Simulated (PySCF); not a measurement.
# C₃H₁₂BN: electronic excitations at several levels of theory, part 2 of 2

PySCF 2.14.0. Atoms count from 0.

### Step 10. TDDFT and polarisability: wB97X-D/def2-SVPD

What the job is given:

```
{"job": {"kind": "uv", "xc": "wB97X-D", "basis": "def2-SVPD", "ip": true}, "charge": 0, "multiplicity": 1}
C      2.490566     0.287548    -0.018212
C      1.034541     0.256113     0.424475
C      0.135295    -0.648594    -0.415966
B     -1.406926    -0.737443     0.050906
N     -2.068906     0.754381    -0.140283
H      3.105952     0.947297     0.614350
H      2.583454     0.639543    -1.058912
H      2.932759    -0.721021     0.022153
H      0.651320     1.297980     0.417317
H      0.975676    -0.061715     1.480528
H      0.545811    -1.674339    -0.390420
H      0.215812    -0.347315    -1.481804
H     -2.103435    -1.469102    -0.648637
H     -1.549816    -0.974466     1.250133
H     -1.558855     1.451313     0.404978
H     -2.038819     1.045447    -1.118688
H     -3.042241     0.766391     0.163066
```

Level: TDDFT wB97X-D/def2-SVPD, vertical, gas phase, core orbitals frozen in the response.

Output:

```text
coarse grid: 12848 points
cycle   1  E = -200.8929886681  dE =  2.846e-01  |g| = 3.721e-01  |ddm| = 5.049e+00
cycle   2  E = -200.9255102495  dE = -3.252e-02  |g| = 2.358e-01  |ddm| = 1.061e+00
cycle   3  E = -200.9403803831  dE = -1.487e-02  |g| = 3.811e-02  |ddm| = 4.113e-01
cycle   4  E = -200.9407708258  dE = -3.904e-04  |g| = 1.216e-02  |ddm| = 8.263e-02
cycle   5  E = -200.9408120972  dE = -4.127e-05  |g| = 2.280e-03  |ddm| = 2.897e-02
cycle   6  E = -200.9408137686  dE = -1.671e-06  |g| = 6.170e-04  |ddm| = 7.158e-03
final grid: 120288 points
cycle   7  E = -200.9665647634  dE = -1.431e-04  |g| = 5.956e-03  |ddm| = 2.129e-01
cycle   8  E = -200.9665692455  dE = -4.482e-06  |g| = 4.538e-03  |ddm| = 3.371e-02
cycle   9  E = -200.9665735622  dE = -4.317e-06  |g| = 6.506e-04  |ddm| = 5.745e-03
cycle  10  E = -200.9665736781  dE = -1.160e-07  |g| = 2.315e-04  |ddm| = 3.669e-03
cycle  11  E = -200.9665736942  dE = -1.611e-08  |g| = 4.240e-05  |ddm| = 7.324e-04
cycle  12  E = -200.9665736951  dE = -8.606e-10  |g| = 1.520e-05  |ddm| = 2.287e-04
converged SCF energy = -200.9665736951

Static polarisability (au): isotropic 67.679, principal 62.182 64.396 76.460

Singlet excitations
state   eV       nm        f      main configurations
  1   6.6882    185.4   0.01393   H-1->L 0.68, H->L 0.28
  2   6.8387    181.3   0.00677   H->L 0.68, H-1->L 0.28
  3   8.0313    154.4   0.03006   H-2->L 0.61, H->L+1 0.13
  4   8.0942    153.2   0.04405   H-1->L+1 0.32, H-1->L+2 0.31, H->L+2 0.15
  5   8.1654    151.8   0.03895   H->L+2 0.48, H-1->L+2 0.19, H->L+3 0.10
  6   8.2285    150.7   0.04461   H-1->L+1 0.20, H-1->L+3 0.16, H-1->L+4 0.12
  7   8.2750    149.8   0.02796   H->L+1 0.53, H-1->L+2 0.10
  8   8.4375    146.9   0.00051   H->L+3 0.65, H->L+2 0.08
  9   8.4784    146.2   0.08226   H-1->L+3 0.56, H-1->L+4 0.10
 10   8.6213    143.8   0.02060   H-3->L 0.53

Triplet excitations (Tamm-Dancoff, eV): 6.6453 6.7709 7.9053 7.9708
Vertical ionisation energy (delta-SCF) = 9.5111 eV
```

Wall time 3 min (1 thread of Arm Neoverse V2, shared host); peak memory 0.88 GiB.

This run: HOMO -9.29 eV, LUMO 1.48 eV; lowest singlet 6.69 eV.

### Step 11. TDDFT and polarisability: LC-wPBE/def2-SVPD

Settings changed since step 10:

```diff
@@ -1,2 +1,2 @@
-{"job": {"kind": "uv", "xc": "wB97X-D", "basis": "def2-SVPD", "ip": true}, "charge": 0, "multiplicity": 1}
+{"job": {"kind": "uv", "xc": "LC-wPBE", "basis": "def2-SVPD", "ip": true}, "charge": 0, "multiplicity": 1}
 C      2.490566     0.287548    -0.018212
```

With the program's defaults for keys left out, this is: TDDFT LC-wPBE/def2-SVPD, vertical, gas phase, core orbitals frozen in the response.

Output:

```text
coarse grid: 12848 points
cycle   1  E = -200.8371607528  dE =  3.941e-01  |g| = 3.531e-01  |ddm| = 5.066e+00
cycle   2  E = -200.8744503812  dE = -3.729e-02  |g| = 1.711e-01  |ddm| = 8.577e-01
cycle   3  E = -200.8818973888  dE = -7.447e-03  |g| = 4.571e-02  |ddm| = 3.386e-01
cycle   4  E = -200.8824657797  dE = -5.684e-04  |g| = 1.163e-02  |ddm| = 1.099e-01
cycle   5  E = -200.8825038285  dE = -3.805e-05  |g| = 2.989e-03  |ddm| = 3.159e-02
cycle   6  E = -200.8825063054  dE = -2.477e-06  |g| = 9.072e-04  |ddm| = 1.034e-02
final grid: 120288 points
cycle   7  E = -200.9122726406  dE = -3.730e-05  |g| = 5.680e-03  |ddm| = 8.985e-02
cycle   8  E = -200.9122758569  dE = -3.216e-06  |g| = 4.608e-03  |ddm| = 1.488e-02
cycle   9  E = -200.9122804642  dE = -4.607e-06  |g| = 2.900e-04  |ddm| = 5.356e-03
cycle  10  E = -200.9122805079  dE = -4.363e-08  |g| = 1.541e-04  |ddm| = 1.163e-03
cycle  11  E = -200.9122805097  dE = -1.816e-09  |g| = 2.581e-05  |ddm| = 3.990e-04
cycle  12  E = -200.9122805149  dE = -5.166e-09  |g| = 9.395e-06  |ddm| = 8.771e-05
cycle  13  E = -200.9122805149  dE = -4.212e-11  |g| = 1.871e-06  |ddm| = 3.531e-05
converged SCF energy = -200.9122805149

Static polarisability (au): isotropic 65.606, principal 60.427 62.443 73.948

Singlet excitations
state   eV       nm        f      main configurations
  1   7.2838    170.2   0.02151   H-1->L 0.66, H->L 0.26
  2   7.4999    165.3   0.00765   H->L 0.66, H-1->L 0.26
  3   8.5813    144.5   0.04893   H-2->L 0.37, H->L+2 0.12, H-1->L+2 0.09
  4   8.6110    144.0   0.04875   H-1->L+1 0.52, H->L+1 0.18
  5   8.7069    142.4   0.03240   H-2->L 0.22, H->L+2 0.19, H->L+1 0.13
  6   8.7572    141.6   0.02031   H-1->L+4 0.17, H-1->L+3 0.16, H-1->L+2 0.11
  7   8.8733    139.7   0.05827   H->L+1 0.48, H-1->L+1 0.12, H-2->L 0.10
  8   9.0277    137.3   0.01512   H->L+3 0.68, H->L+2 0.11
  9   9.0860    136.5   0.06912   H-1->L+3 0.56, H-1->L+4 0.11, H-1->L+2 0.10
 10   9.1940    134.9   0.02925   H-3->L 0.33, H-2->L+2 0.08

Triplet excitations (Tamm-Dancoff, eV): 7.0794 7.3354 8.2331 8.2706
Vertical ionisation energy (delta-SCF) = 9.6900 eV
```

Run time: 4.2 min. Hardware: 1 thread of Arm Neoverse V2, shared host; peak memory 0.87 GiB.

In short: HOMO -10.16 eV, LUMO 1.61 eV; lowest singlet 7.28 eV.

### Step 12. Ultraviolet spectrum: PBE0/6-31G*

Settings changed since step 11:

```diff
@@ -1,2 +1,2 @@
-{"job": {"kind": "uv", "xc": "LC-wPBE", "basis": "def2-SVPD", "ip": true}, "charge": 0, "multiplicity": 1}
+{"job": {"kind": "uv", "xc": "PBE0", "basis": "6-31G*"}, "charge": 0, "multiplicity": 1}
 C      2.490566     0.287548    -0.018212
```

With the program's defaults for keys left out, this is: TDDFT PBE0/6-31G*, vertical, gas phase, core orbitals frozen in the response.

Output:

```text
coarse grid: 12848 points
cycle   1  E = -200.8553616658  dE =  1.539e-01  |g| = 5.133e-01  |ddm| = 3.184e+00
cycle   2  E = -200.8590685555  dE = -3.707e-03  |g| = 5.236e-01  |ddm| = 1.264e+00
cycle   3  E = -200.9366570811  dE = -7.759e-02  |g| = 5.183e-02  |ddm| = 6.512e-01
cycle   4  E = -200.9373152447  dE = -6.582e-04  |g| = 1.838e-02  |ddm| = 7.118e-02
cycle   5  E = -200.9374043842  dE = -8.914e-05  |g| = 3.030e-03  |ddm| = 1.867e-02
cycle   6  E = -200.9374065626  dE = -2.178e-06  |g| = 9.756e-04  |ddm| = 3.444e-03
final grid: 120288 points
cycle   7  E = -200.8939996398  dE = -3.911e-05  |g| = 9.010e-03  |ddm| = 2.466e-02
cycle   8  E = -200.8939931111  dE =  6.529e-06  |g| = 1.059e-02  |ddm| = 1.922e-02
cycle   9  E = -200.8940213432  dE = -2.823e-05  |g| = 5.219e-04  |ddm| = 9.762e-03
cycle  10  E = -200.8940214102  dE = -6.700e-08  |g| = 1.570e-04  |ddm| = 5.689e-04
cycle  11  E = -200.8940214154  dE = -5.143e-09  |g| = 4.209e-05  |ddm| = 1.270e-04
cycle  12  E = -200.8940214158  dE = -4.140e-10  |g| = 1.173e-05  |ddm| = 4.944e-05
converged SCF energy = -200.8940214158

Static polarisability (au): isotropic 55.646, principal 51.566 52.102 63.270

Singlet excitations
state   eV       nm        f      main configurations
  1   7.0227    176.5   0.00170   H->L 0.92, H-1->L 0.08
  2   7.0491    175.9   0.00249   H-1->L 0.92, H->L 0.08
  3   8.3665    148.2   0.00250   H-2->L 0.95
  4   8.7668    141.4   0.00300   H->L+1 0.44, H-3->L 0.42, H-1->L+1 0.08
  5   8.8006    140.9   0.01499   H->L+1 0.52, H-3->L 0.39
  6   8.8437    140.2   0.00281   H-1->L+1 0.86, H-3->L 0.10
  7   8.9630    138.3   0.00120   H->L+2 0.68, H-1->L+2 0.29
  8   9.0395    137.2   0.02066   H-1->L+2 0.62, H->L+2 0.27
  9   9.3878    132.1   0.05939   H->L+3 0.91
 10   9.4590    131.1   0.10025   H-4->L 0.88

Triplet excitations (Tamm-Dancoff, eV): 6.9143 6.9388 8.1329 8.6366
```

Wall time 9.9 s (1 thread of Arm Neoverse V2, shared host); peak memory 0.53 GiB.

Key values: HOMO -7.08 eV, LUMO 1.19 eV; lowest singlet 7.02 eV.

### Step 13. Excited states and response: PBE0/def2-SVP

Settings changed since step 12:

```diff
@@ -1,2 +1,2 @@
-{"job": {"kind": "uv", "xc": "PBE0", "basis": "6-31G*"}, "charge": 0, "multiplicity": 1}
+{"job": {"kind": "uv", "xc": "PBE0", "basis": "def2-SVP"}, "charge": 0, "multiplicity": 1}
 C      2.490566     0.287548    -0.018212
```

Level: TDDFT PBE0/def2-SVP, vertical, gas phase, core orbitals frozen in the response.

Output:

```text
coarse grid: 12848 points
cycle   1  E = -200.6631542949  dE =  1.233e-01  |g| = 4.752e-01  |ddm| = 3.677e+00
cycle   2  E = -200.6642781884  dE = -1.124e-03  |g| = 4.997e-01  |ddm| = 1.290e+00
cycle   3  E = -200.7367236020  dE = -7.245e-02  |g| = 5.137e-02  |ddm| = 6.809e-01
cycle   4  E = -200.7373634915  dE = -6.399e-04  |g| = 1.930e-02  |ddm| = 7.515e-02
cycle   5  E = -200.7374622022  dE = -9.871e-05  |g| = 3.241e-03  |ddm| = 2.118e-02
cycle   6  E = -200.7374647289  dE = -2.527e-06  |g| = 9.818e-04  |ddm| = 4.046e-03
final grid: 120288 points
cycle   7  E = -200.7614446218  dE = -4.022e-05  |g| = 8.540e-03  |ddm| = 3.084e-02
cycle   8  E = -200.7614375055  dE =  7.116e-06  |g| = 1.019e-02  |ddm| = 1.941e-02
cycle   9  E = -200.7614639491  dE = -2.644e-05  |g| = 4.913e-04  |ddm| = 1.034e-02
cycle  10  E = -200.7614640086  dE = -5.946e-08  |g| = 1.452e-04  |ddm| = 5.883e-04
cycle  11  E = -200.7614640132  dE = -4.642e-09  |g| = 3.620e-05  |ddm| = 1.353e-04
cycle  12  E = -200.7614640135  dE = -3.124e-10  |g| = 9.715e-06  |ddm| = 4.639e-05
converged SCF energy = -200.7614640135

Static polarisability (au): isotropic 58.711, principal 54.238 55.188 66.706

Singlet excitations
state   eV       nm        f      main configurations
  1   6.6275    187.1   0.00035   H->L 0.94
  2   6.6894    185.3   0.00474   H-1->L 0.94
  3   7.8957    157.0   0.00272   H-2->L 0.96
  4   8.3036    149.3   0.00310   H-3->L 0.47, H-1->L+1 0.26, H->L+1 0.20
  5   8.3233    149.0   0.01672   H->L+1 0.70, H-1->L+1 0.18
  6   8.3703    148.1   0.01540   H-1->L+1 0.48, H-3->L 0.25, H-1->L+2 0.12
  7   8.4165    147.3   0.00509   H->L+2 0.71, H-1->L+2 0.19
  8   8.4805    146.2   0.03624   H-1->L+2 0.64, H-3->L 0.16
  9   8.7655    141.4   0.02805   H-1->L+3 0.66, H->L+3 0.29
 10   8.8621    139.9   0.01675   H->L+3 0.57, H-1->L+3 0.28

Triplet excitations (Tamm-Dancoff, eV): 6.5223 6.5939 7.6881 8.1456
```

Wall time 15 s (1 thread of Arm Neoverse V2, shared host); peak memory 0.64 GiB.

This run: HOMO -7.26 eV, LUMO 0.59 eV; lowest singlet 6.63 eV.

### Step 14. Excited states and response: PBE0/def2-TZVP

Settings changed since step 13:

```diff
@@ -1,2 +1,2 @@
-{"job": {"kind": "uv", "xc": "PBE0", "basis": "def2-SVP"}, "charge": 0, "multiplicity": 1}
+{"job": {"kind": "uv", "xc": "PBE0", "basis": "def2-TZVP"}, "charge": 0, "multiplicity": 1}
 C      2.490566     0.287548    -0.018212
```

With the program's defaults for keys left out, this is: TDDFT PBE0/def2-TZVP, vertical, gas phase, core orbitals frozen in the response.

Output:

```text
coarse grid: 12848 points
cycle   1  E = -200.9073941559  dE =  1.455e-01  |g| = 5.223e-01  |ddm| = 2.557e+00
cycle   2  E = -200.8943649245  dE =  1.303e-02  |g| = 5.850e-01  |ddm| = 1.358e+00
cycle   3  E = -200.9910755795  dE = -9.671e-02  |g| = 5.665e-02  |ddm| = 8.123e-01
cycle   4  E = -200.9917834406  dE = -7.079e-04  |g| = 2.526e-02  |ddm| = 6.240e-02
cycle   5  E = -200.9919434262  dE = -1.600e-04  |g| = 3.820e-03  |ddm| = 1.773e-02
cycle   6  E = -200.9919466273  dE = -3.201e-06  |g| = 1.146e-03  |ddm| = 3.329e-03
final grid: 120288 points
cycle   7  E = -200.9775636101  dE = -9.536e-05  |g| = 9.100e-03  |ddm| = 7.353e-02
cycle   8  E = -200.9775550142  dE =  8.596e-06  |g| = 1.090e-02  |ddm| = 1.774e-02
cycle   9  E = -200.9775840436  dE = -2.903e-05  |g| = 5.993e-04  |ddm| = 8.847e-03
cycle  10  E = -200.9775841165  dE = -7.283e-08  |g| = 2.603e-04  |ddm| = 5.870e-04
cycle  11  E = -200.9775841319  dE = -1.541e-08  |g| = 4.892e-05  |ddm| = 1.893e-04
cycle  12  E = -200.9775841324  dE = -5.121e-10  |g| = 1.298e-05  |ddm| = 4.480e-05
converged SCF energy = -200.9775841324

Static polarisability (au): isotropic 66.036, principal 60.454 62.296 75.357

Singlet excitations
state   eV       nm        f      main configurations
  1   6.2376    198.8   0.00142   H->L 0.63, H-1->L 0.36
  2   6.2771    197.5   0.00516   H-1->L 0.63, H->L 0.36
  3   7.4716    165.9   0.00452   H-2->L 0.95
  4   7.7845    159.3   0.02030   H->L+1 0.66, H->L+2 0.30
  5   7.8041    158.9   0.02523   H-1->L+1 0.46, H-1->L+2 0.18, H-3->L 0.17
  6   7.8211    158.5   0.02679   H->L+2 0.62, H->L+1 0.25
  7   7.8583    157.8   0.01169   H-1->L+2 0.76, H-1->L+1 0.16
  8   7.9507    155.9   0.00848   H-3->L 0.72, H-1->L+1 0.22
  9   8.1665    151.8   0.01641   H->L+3 0.93
 10   8.2528    150.2   0.02163   H-1->L+3 0.85

Triplet excitations (Tamm-Dancoff, eV): 6.1298 6.1797 7.2954 7.5937
```

Run time: 33 s. Hardware: 1 thread of Arm Neoverse V2, shared host; peak memory 0.88 GiB.

In short: HOMO -7.37 eV, LUMO 0.03 eV; lowest singlet 6.24 eV.

### Step 15. Side by side: electronic excitations

Excitations and ground-state properties, with basis size and wall time:

| run | lowest singlet (eV) | brightest (eV) | f | gap (eV) | α (Å³) | μ (D) | functions | time |
| --- | --- | --- | --- | --- | --- | --- | --- | --- |
| HF/def2-SVPD | 8.04 | 9.29 | 0.094 | 12.60 | 9.38 | 5.01 | 196 | 22 s |
| LDA/def2-SVPD | 5.08 | 6.62 | 0.046 | 5.06 | 10.78 | 4.80 | 196 | 1.8 min |
| PBE/def2-SVPD | 5.12 | 6.92 | 0.036 | 5.10 | 10.56 | 4.80 | 196 | 2.7 min |
| B3LYP/def2-SVPD | 5.79 | 7.60 | 0.053 | 6.67 | 10.20 | 4.86 | 196 | 2.6 min |
| PBE0/def2-SVPD | 6.06 | 7.87 | 0.058 | 7.19 | 10.10 | 4.87 | 196 | 3 min |
| BHandHLYP/def2-SVPD | 6.75 | 8.55 | 0.074 | 9.00 | 9.78 | 4.92 | 196 | 100 s |
| CAM-B3LYP/def2-SVPD | 6.44 | 8.25 | 0.071 | 9.28 | 10.01 | 4.90 | 196 | 3.1 min |
| wB97X-D/def2-SVPD | 6.69 | 8.48 | 0.082 | 10.77 | 10.03 | 4.92 | 196 | 3 min |
| LC-wPBE/def2-SVPD | 7.28 | 9.09 | 0.069 | 11.77 | 9.72 | 4.95 | 196 | 4.2 min |
| PBE0/6-31G* | 7.02 | 9.46 | 0.100 | 8.27 | 8.25 | 5.11 | 94 | 9.9 s |
| PBE0/def2-SVP | 6.63 | 8.48 | 0.036 | 7.85 | 8.70 | 5.13 | 130 | 15 s |
| PBE0/def2-TZVP | 6.24 | 7.82 | 0.027 | 7.41 | 9.79 | 4.90 | 227 | 33 s |

### Step 16. Results

What follows sums up all 2 parts.

| quantity | value |
| --- | --- |
| point group | C1 |
| rotational constants (main isotopes) | 10.52, 2.17, 1.99 GHz |
| lowest singlet (HF/def2-SVPD) | 8.04 eV (154 nm), f = 0.040 |
| brightest single state of those computed | state 4, 9.29 eV, f = 0.094 |
| lowest triplet | 7.63 eV |
| vertical ionisation energy (ΔSCF) | 8.83 eV |
| range of the lowest singlet | 5.08 to 8.04 eV |

In words: Single values in the summary come from the first run of each kind that ended normally (HF/def2-SVPD), which need not be the best level. The optimisation took 3 steps and gained 0.087 eV; among the close pairs (by a distance rule), B3–H13 changed most, from 1.192 to 1.231 Å. No frequency check was run at this level, so the end point may be a saddle. The first singlet state (HOMO−1→LUMO 0.79) lies at 8.04 eV and is weak; of the 10 states computed, the strongest absorption comes from state 4 at 9.29 eV. The lowest triplet lies 0.41 eV below the lowest singlet (triplets in Tamm-Dancoff, singlets in full TDDFT). At HF/def2-SVPD, the highest states lie near or above the ionisation energy, where they hang on the basis. ΔSCF puts the ionisation energy at 8.83 eV, 1.85 eV below −ε(HOMO). The lowest singlet runs from 5.08 eV (LDA/def2-SVPD) to 8.04 eV (HF/def2-SVPD), while the orbital gap spans 5.06 to 12.60 eV. The lowest state need not be the same one in every run. The runs solved for a few states only, so the brightest column depends on that window.
